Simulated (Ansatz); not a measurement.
What does this script print? It uses the Python package of Ansatz (0.2.0).

Input file `alpt_alpt_pm_3m.xyz`:
```text
2
Lattice="3.091546 0.0 0.0 0.0 3.091546 0.0 0.0 0.0 3.091546" Properties=species:S:1:pos:R:3 pbc="T T T"
Al    0.00000000    0.00000000    0.00000000
Pt    1.54577300    1.54577300    1.54577300
```

Contents of `alpt_al2pt_fm_3m.vasp`:
```text
Al2Pt
1.0
   0.00000000    2.95500000    2.95500000
   2.95500000    0.00000000    2.95500000
   2.95500000    2.95500000    0.00000000
Al Pt
2 1
Direct
   0.25000000    0.25000000    0.25000000
   0.75000000    0.75000000    0.75000000
   0.00000000    0.00000000    0.00000000
```

The script reads `alpt_al3pt2_p_3m1.vasp`:
```text
Al3Pt2
1.0
   4.20714003    0.00000000    0.00000000
  -2.10357002    3.64349015    0.00000000
   0.00000000    0.00000000    5.18896172
Al Pt
3 2
Direct
   0.00000000    0.00000000    0.00000000
   0.33333333    0.66666667    0.64683023
   0.66666667    0.33333333    0.35316977
   0.33333333    0.66666667    0.16612550
   0.66666667    0.33333333    0.83387450
```

Contents of `alpt_al.cif`:
```cif
data_Al
_cell_length_a 2.863507
_cell_length_b 2.863507
_cell_length_c 2.863507
_cell_angle_alpha 60.00000
_cell_angle_beta 60.00000
_cell_angle_gamma 60.00000
_symmetry_space_group_name_H-M 'P 1'
_symmetry_Int_Tables_number 1
loop_
_symmetry_equiv_pos_as_xyz
'x, y, z'
loop_
_atom_site_label
_atom_site_type_symbol
_atom_site_fract_x
_atom_site_fract_y
_atom_site_fract_z
Al1 Al    0.000000    0.000000    0.000000
```

`alpt_pt.vasp`
```text
Pt
1.0
   0.00000000    1.96090000    1.96090000
   1.96090000    0.00000000    1.96090000
   1.96090000    1.96090000    0.00000000
Pt
1
Direct
   0.00000000    0.00000000    0.00000000
```

`alpt.py`
```python
'''Convex hull of a few Al-Pt phases, after relaxing atoms and volume at fixed cell shape.'''

from collections import Counter
import csv
import warnings

import ansatz
from ase.io import read
import numpy as np
from scipy.spatial import ConvexHull

XC = 'r2SCAN'
DISPERSION = 'd3bjatm'
MAX_ITERATIONS = 150
K_SPACING = 0.39
OCCUPATIONS = 'fermi_dirac'
SMEARING_WIDTH = 0.1


def ground_state(name, crystal):
    calc = (
        crystal.calculation()
        .functional(XC, dispersion=DISPERSION)
        .basis(34 * ansatz.Ry)
        .accuracy('low')
        .initial_density(normalization='cell')
        .scf(max_iterations=MAX_ITERATIONS, self_checks='low')
        .kpoints(spacing=K_SPACING)
        .occupations(OCCUPATIONS, width=SMEARING_WIDTH)
    )
    calc = calc.relax(force_tolerance=0.02, max_steps=40, fix_cell=['shape'])
    return calc.run(threads=1)


def counts(outcome):
    return Counter(site.symbol for site in outcome.lattice.sites)

def formation_energy(outcome, mu):
    n = counts(outcome)
    return (outcome.report['energy_sigma0_ev'] - sum(k * mu[element] for element, k in n.items())) / sum(n.values())

warnings.simplefilter('ignore', ansatz.DeckWarning)

phases = {}
alpt_pm_3m = ansatz.Crystal.from_extxyz('alpt_alpt_pm_3m.xyz')
phases['AlPt Pm-3m'] = alpt_pm_3m
atoms = read('alpt_al2pt_fm_3m.vasp', format='vasp')
al2pt_fm_3m = ansatz.Crystal.from_ase(atoms)
phases['Al2Pt Fm-3m'] = al2pt_fm_3m
atoms = read('alpt_al3pt2_p_3m1.vasp', format='vasp')
al3pt2_p_3m1 = ansatz.Crystal.from_ase(atoms)
phases['Al3Pt2 P-3m1'] = al3pt2_p_3m1
atoms = read('alpt_al.cif')
al = ansatz.Crystal.from_ase(atoms)
phases['Al'] = al
atoms = read('alpt_pt.vasp', format='vasp')
pt = ansatz.Crystal.from_ase(atoms)
phases['Pt'] = pt

done = {}
for name, crystal in phases.items():
    done[name] = ground_state(name, crystal)
    print(f'{name}: {done[name].report["energy_sigma0_ev"]:.4f} eV, {len(done[name].lattice.sites)} atoms')

# chemical potentials of the elements at zero temperature
references = {'Al': 'Al', 'Pt': 'Pt'}
mu = {element: done[name].report['energy_sigma0_ev'] / len(done[name].lattice.sites) for element, name in references.items()}
points = sorted((counts(o)['Pt'] / len(o.lattice.sites), formation_energy(o, mu), name) for name, o in done.items())

xy = np.array([(x, e) for x, e, _ in points] + [(0.5, 10.0)])
hull = sorted(tuple(xy[i]) for i in ConvexHull(xy).vertices if xy[i, 1] < 5)
rows = [(name, x, e, e - np.interp(x, *zip(*hull))) for x, e, name in points]
with open('hull.csv', 'w', newline='') as handle:
    writer = csv.writer(handle)
    writer.writerow(['phase', 'x(Pt)', 'E_form (eV/atom)', 'above hull (eV/atom)'])
    writer.writerows([round(v, 4) if isinstance(v, float) else v for v in row] for row in rows)
print(open('hull.csv').read())
print('on the hull of these phases:', ', '.join(row[0] for row in rows if row[3] < 1e-6))
```

Output of `python alpt.py`:
```text
AlPt Pm-3m: -13079.5694 eV, 2 atoms
Al2Pt Fm-3m: -13620.9439 eV, 3 atoms
Al3Pt2 P-3m1: -26701.1277 eV, 5 atoms
Al: -540.6117 eV, 1 atoms
Pt: -12537.0219 eV, 1 atoms
phase,x(Pt),E_form (eV/atom),above hull (eV/atom)
Al,0.0,0.0,0.0
Al2Pt Fm-3m,0.3333,-0.8995,0.0
Al3Pt2 P-3m1,0.4,-1.0497,0.0
AlPt Pm-3m,0.5,-0.9679,0.0
Pt,1.0,0.0,0.0

on the hull of these phases: Al, Al2Pt Fm-3m, Al3Pt2 P-3m1, AlPt Pm-3m, Pt
```

Caveats:
- These settings explore the input space; cutoff and mesh may be short of convergence.
- The cutoff lies under the one recommended for these potentials.
- Dispersion corrections can be off by several per cent in the lattices of metals, and by several GPa in the pressure at a fixed cell.
- For the metals among these phases the mesh is modest: differences between phases can be off by up to 40 meV an atom.
- Atoms and volume are relaxed with the cell's shape held, which in cells of lower than cubic symmetry can hide stresses and shift volumes.
- Spin-orbit coupling, which matters for elements this heavy, is left out.
- The cells come from databases of deposited and of computed structures, and not all need be stable phases.
- Differences under about 40 meV an atom lie within the error of mesh and functional, so such verdicts may flip; only the cells listed enter the hull.
- The script silences the warnings on its input, which a real study should read.
- Hardware and time: 36 s on 1 thread of Arm Neoverse V2 (shared host), peak memory 0.55 GiB.
